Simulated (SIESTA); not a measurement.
# Rh in SIESTA: the effect of basis

Rh, a sheet with vacuum:

```
Rh
1.0
     2.42653    0.12310    0.00000
    -0.28935    2.41236    0.00000
     0.00000    0.00000   23.80000
Rh
1
Direct
  0.50000 0.50000 0.29412
```

The cell was built by a generator and needn't be a form met in nature.

Alike in all runs:

- Program: SIESTA 5.4.2
- Task: relaxation of the atoms
- Functional: PBE
- Potentials or basis: PseudoDojo 0.4 standard (PBE files)
- Grid cutoff: 800 Ry
- Energy shift: 0.003 Ry
- k mesh: 11 × 11 × 1
- Occupations: fermi-dirac, width 0.05 eV
- Spin: no spin polarisation

Each run relaxes the cell or the atoms first.

One run gave: work function 5.11 eV. Which basis did it use?
A. DZ
B. TZDP
C. DZP
D. TZP
E. SZ

A.

```csv
basis,work function (eV)
SZ,4.47
SZP,5.96
DZ,5.11
DZP,5.68
DZDP,5.59
TZP,5.61
TZDP,5.54
```

Caveats: the relaxation stopped at its first step, so nothing moved; the basis has no polarisation orbitals (some runs).
